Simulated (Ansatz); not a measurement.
Run this with Ansatz's Python interface and show what comes out.

`run_series.py`
```python
'''Element substitution on the Fe3Al prototype.'''

import warnings

import ansatz as az
import numpy as np


def fe3al(first, second, a):
    return (
        az.Lattice.fcc(a)
        .space_group(225)
        .atom(first, [0, 0, 0])
        .atom(second, [0.5, 0.5, 0.5])
        .atom(second, [0.25, 0.25, 0.25])
        .primitive()
    )


def ground_state(name, crystal, relax=True):
    calc = (
        crystal.calculation()
        .functional('r2SCAN')
        .basis(620)
        .kpoints(spacing=0.33)
        .occupations('cold', width=0.1)
        .stress()
        .band_table()
    )
    if relax:
        calc = calc.relax(force_tolerance=0.03, max_steps=60, cell=True)
    return calc.run(threads=1, pin='off')

def bulk_modulus(name, outcome, step=0.015):
    # B = -V dP/dV from the pressures of two uniformly scaled cells, atoms held at their fractions
    pressure = []
    for factor in (1 - step, 1.0, 1 + step):
        cell = az.Crystal(lattice=az.Lattice.of(outcome.lattice.cell_ang * factor ** (1 / 3)))
        for site in outcome.report['lattice']['sites']:
            cell = cell.atom(site['symbol'], site['position_frac'])
        pressure.append(np.trace(ground_state(name, cell, relax=False).report['stress_gpa']) / 3)
    slope, bend = (pressure[0] - pressure[2]) / (2 * step), abs(pressure[0] + pressure[2] - 2 * pressure[1])
    # a jump of mesh or basis between the cells shows as a kink: no modulus then
    return float(slope) if bend < 12 * step**2 * abs(slope) + 0.15 and abs(pressure[1]) < 1.5 else float('nan')

def relaxed_twice(name, crystal):
    # the second pass draws mesh and plane waves anew for the relaxed cell
    first = ground_state(name, crystal)
    again = az.Crystal(lattice=az.Lattice.of(first.lattice.cell_ang))
    for site in first.report['lattice']['sites']:
        again = again.atom(site['symbol'], site['position_frac'])
    return ground_state(name, again)


def volume_per_atom(outcome):
    return abs(np.linalg.det(outcome.lattice.cell_ang)) / len(outcome.lattice.sites)

# rough a for each member; the cell is relaxed
warnings.simplefilter('ignore')

phases = {}
phases['Ba3Na'] = fe3al('Na', 'Ba', 9.35)
phases['KBa3'] = fe3al('K', 'Ba', 10.26)
phases['RbBa3'] = fe3al('Rb', 'Ba', 10.68)
phases['CsBa3'] = fe3al('Cs', 'Ba', 11.27)

done = {}
for name, crystal in phases.items():
    try:
        done[name] = relaxed_twice(name, crystal)
    except az.NonConvergedError as error:
        print(name, 'did not converge:', str(error)[:120])

rows = [(name, (4 * len(o.lattice.sites) * volume_per_atom(o)) ** (1 / 3), volume_per_atom(o), bulk_modulus(name, o)) for name, o in done.items()]
print('  compound       a (A)  V (A^3/atom)     B (GPa)')
for row in rows:
    print(f'{str(row[0]):>10}  {row[1]:10.3f}  {row[2]:12.3f}  {row[3]:10.0f}')
```

`python run_series.py` gives:
```text
  compound       a (A)  V (A^3/atom)     B (GPa)
     Ba3Na       9.816        59.121           6
      KBa3      10.388        70.052           7
     RbBa3      10.551        73.417           6
     CsBa3      10.670        75.919           4
```

From smallest to largest: Ba3Na (59.12 Å³), KBa3 (70.05 Å³), RbBa3 (73.42 Å³) and CsBa3 (75.92 Å³). The largest is 28 % above the smallest.

For the metals among these phases the mesh is modest: differences between phases can be off by up to 40 meV an atom. The bulk modulus is taken at fixed shape and positions, an upper value where these are free. Pressure is positive in compression. The cells are built on a prototype by substitution; a member may or may not take this structure in nature. Wall time of the script: 10 min on 1 thread of Arm Neoverse V1, on a shared host, peak memory 2.2 GiB.
